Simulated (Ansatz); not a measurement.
# TmH: the cost of one run

Method: DFT PBE, scalar-relativistic, plane waves, PAW; 4f electrons in the core of a trivalent norm-conserving potential, in Ansatz 0.2.0.

### Step 1. The starting structure

Symmetry: Pm-3m, No. 221, cubic system. Conventional cell: a = 3.299 Å, b = 3.299 Å, c = 3.299 Å, α = 90.00°, β = 90.00°, γ = 90.00°. Around Tm (site symmetry m-3m) lie 8 H at 2.86 Å. H (site symmetry m-3m) is surrounded by 8 Tm at 2.86 Å.

Coordinates:

```
Tm H
1.0
     3.29887    0.00000    0.00000
     0.00000    3.29887    0.00000
     0.00000    0.00000    3.29887
Tm H
1 1
Cartesian
  1.6494 1.6494 1.6494
  0.0000 0.0000 0.0000
```

The cell is invented: species swapped into a database cell of YbAg (Pm-3m, No. 221), with Tm on the Yb sites and H on the Ag sites. Lengths come from tabulated atomic sizes and are only a guess.

### Step 2. The guess as it stands, on a coarse mesh

Contents of input.yaml:

```yaml
crystal:
  lattice:
    - [3.29886676, 0.0, 0.0]
    - [0.0, 3.29886676, 0.0]
    - [0.0, 0.0, 3.29886676]
  atoms:
    - { symbol: Tm, position: [0.5, 0.5, 0.5] }
    - { symbol: H, position: [0.0, 0.0, 0.0] }
basis:
  ecutwfc: 690
kpoints:
  mp_grid: { grid: [6, 6, 6] }
hamiltonian:
  xc: pbe
  pseudopotentials:
    kind: paw
    azcp: { Tm: "pseudopotentials/pbe/nc/lanthanide_3plus/Tm.nc.azcp" }
scf:
  occupations: { method: gaussian, width: 0.1 }
  lower_state_search: "off"
output:
  forces: true
  stress: true
  eigenvalues: true
```

Command:

```console
$ ansatz run input.yaml --threads 1 --pin off --max-ram 2560MiB --backend cpu --events-out ev --progress --plain --runs-dir out
```

**Question.** How long does this run take on 1 thread of AMD EPYC (Zen 3), shared host, and how much memory does it need?

About 3.2 s, with a peak of 0.28 GiB.
